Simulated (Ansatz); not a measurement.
# CH5FOSn (SMILES FC[O][SnH3]) at HF/def2-SVP (core potential)

What is the energy change on altering one bond length of CH5FOSn at HF/def2-SVP (core potential)? 

The results are computed with Ansatz 0.2.0.

117 further runs of the same task are left out: 117 set aside as unsound or not needed. Runs told in other sessions of the task aren't counted.

## Step 1: The structure to begin with

CH5FOSn: 9 atoms, total charge 0, spin state singlet. SMILES: `FC[O][SnH3]`. Geometry: relaxed at PBE0-D4/def2-TZVP. This is one conformer, not always the lowest.

Bond lengths: F1–C2 1.398 Å, C2–O3 1.354 Å, O3–Sn4 1.991 Å, C2–H5 1.100 Å, C2–H6 1.095 Å, Sn4–H7 1.705 Å, Sn4–H8 1.700 Å, Sn4–H9 1.699 Å. Some angles: F1–C2–O3 110.7°, C2–O3–Sn4 118.4°, F1–C2–H5 105.2°, F1–C2–H6 106.7°, O3–C2–H5 113.4°, O3–C2–H6 109.7°, O3–Sn4–H7 106.3°, O3–Sn4–H8 101.6°, O3–Sn4–H9 108.3°, H5–C2–H6 110.9°.

## Step 2: A single-point energy at HF/def2-SVP (core potential)

job.yaml

```yaml
crystal:
  periodic: [false, false, false]
  atoms:
    - {symbol: F, position_ang: [-0.596800, 1.754200, 0.031500]}
    - {symbol: C, position_ang: [-1.291500, 0.566100, 0.277800]}
    - {symbol: O, position_ang: [-0.736000, -0.463400, -0.405000]}
    - {symbol: Sn, position_ang: [1.239300, -0.701500, -0.319700]}
    - {symbol: H, position_ang: [-1.258800, 0.434000, 1.369300]}
    - {symbol: H, position_ang: [-2.319100, 0.724600, -0.066100]}
    - {symbol: H, position_ang: [1.690100, -0.390300, 1.294800]}
    - {symbol: H, position_ang: [1.407800, -2.333100, -0.765300]}
    - {symbol: H, position_ang: [1.953500, 0.363100, -1.434400]}
basis:
  gaussian: {orbitals: def2-SVP}
hamiltonian: {xc: hf}
accuracy: high
output: {orbitals: {seedname: orbitals}}
```

The run is started by

```console
$ ansatz run job.yaml --threads 1 --pin off --max-ram 3480MiB --events-out events.jsonl --progress --plain --runs-dir runs
```

The program printed:

```text
Warning: RAYON_NUM_THREADS=1 ignored (pool sized by the plan → 1); use --threads N
Functional definition: HF
  name "HF"
  exchange = exact_x
  correlation = 0
2278 factors; integrals over basis functions are off by at most 3.5e-9 eV
mean field evaluation 1: about -11650.0055 eV, gradient 3.5e1 eV
mean field evaluation 2: about -11650.1410 eV, gradient 3.5e1 eV
mean field evaluation 4: about -11652.7996 eV, gradient 3.1e0 eV
mean field evaluation 8: about -11652.8363 eV, gradient 2.6e-1 eV
mean field evaluation 16: about -11652.8365 eV, gradient 2.6e-8 eV
mean field -11652.83653286 eV, -428.2338440065 hartree, gradient 2.8e-8 eV, S^2 0.000000; 0 other end points of the search recorded, 0 dependent functions left out
reference -11652.83653286 eV, -428.2338440065 hartree; 25, 25 occupied and 68, 68 virtual orbitals, 2278 factors
Total energy: -11652.83653286 eV, -428.2338440065 hartree
```

It took 5.1 s on 1 thread of Arm Neoverse V1, shared host; peak memory 0.29 GiB.

## Step 3: The distorted shape, same level

in.yaml

```yaml
crystal:
  periodic: [false, false, false]
  atoms:
    - {symbol: F, position_ang: [-1.453832, 0.476691, 1.369128]}
    - {symbol: C, position_ang: [-2.148532, -0.711409, 1.615428]}
    - {symbol: O, position_ang: [-1.593032, -1.740909, 0.932628]}
    - {symbol: Sn, position_ang: [0.382268, -1.979009, 1.017928]}
    - {symbol: H, position_ang: [-2.115832, -0.843509, 2.706928]}
    - {symbol: H, position_ang: [-3.176132, -0.552909, 1.271528]}
    - {symbol: H, position_ang: [0.833068, -1.667809, 2.632428]}
    - {symbol: H, position_ang: [0.550768, -3.610609, 0.572328]}
    - {symbol: H, position_ang: [1.953500, 0.363100, -1.434400]}
basis:
  gaussian: {orbitals: def2-SVP}
hamiltonian: {xc: hf}
accuracy: high
output: {orbitals: {seedname: orbitals}}
```

The run is started by

```console
$ ansatz run in.yaml --threads 1 --pin off --max-ram 3480MiB --events-out events.jsonl --progress --plain --runs-dir runs
```

The program printed:

```text
Warning: RAYON_NUM_THREADS=1 ignored (pool sized by the plan → 1); use --threads N
Functional definition: HF
  name "HF"
  exchange = exact_x
  correlation = 0
2232 factors; integrals over basis functions are off by at most 7.2e-9 eV
mean field evaluation 1: about -11643.6847 eV, gradient 3.7e1 eV
mean field evaluation 2: about -11643.8115 eV, gradient 3.7e1 eV
mean field evaluation 4: about -11647.5345 eV, gradient 3.1e0 eV
mean field evaluation 8: about -11647.5812 eV, gradient 3.2e-1 eV
mean field evaluation 16: about -11647.5816 eV, gradient 2.0e-8 eV
mean field -11647.58164009 eV, -428.0407302591 hartree, gradient 2.1e-8 eV, S^2 0.000000; 0 other end points of the search recorded, 0 dependent functions left out
reference -11647.58164009 eV, -428.0407302591 hartree; 25, 25 occupied and 68, 68 virtual orbitals, 2232 factors
Total energy: -11647.58164009 eV, -428.0407302591 hartree
```

Run time: 5.4 s. Hardware: 1 thread of Arm Neoverse V1, shared host; peak memory 0.28 GiB.

## Step 4: Summary of results

At HF/def2-SVP (core potential):

| quantity | value |
| --- | --- |
| first shape: total energy | -428.23384 Eh |
| first shape: HOMO energy | -11.83 eV |
| first shape: LUMO energy | 2.71 eV |
| first shape: HOMO–LUMO gap | 14.55 eV |
| distorted shape: total energy | -428.04073 Eh |
| distorted shape: HOMO energy | -7.67 eV |
| distorted shape: LUMO energy | -1.79 eV |
| distorted shape: HOMO–LUMO gap | 5.88 eV |
| energy change with the Sn4–H9 bond stretched from 1.699 to 3.737 Å | 5.255 eV |

**Reading.** One bond (distorted shape) is far stretched, which a spin-restricted single reference describes badly; a broken-symmetry solution may lie lower. With the Sn4–H9 bond stretched from 1.699 to 3.737 Å the energy rises by 5.25 eV (121 kcal/mol). The first shape isn't relaxed at this level, so the change isn't measured from a minimum. A restricted reference can't describe the breaking bond well at this length.
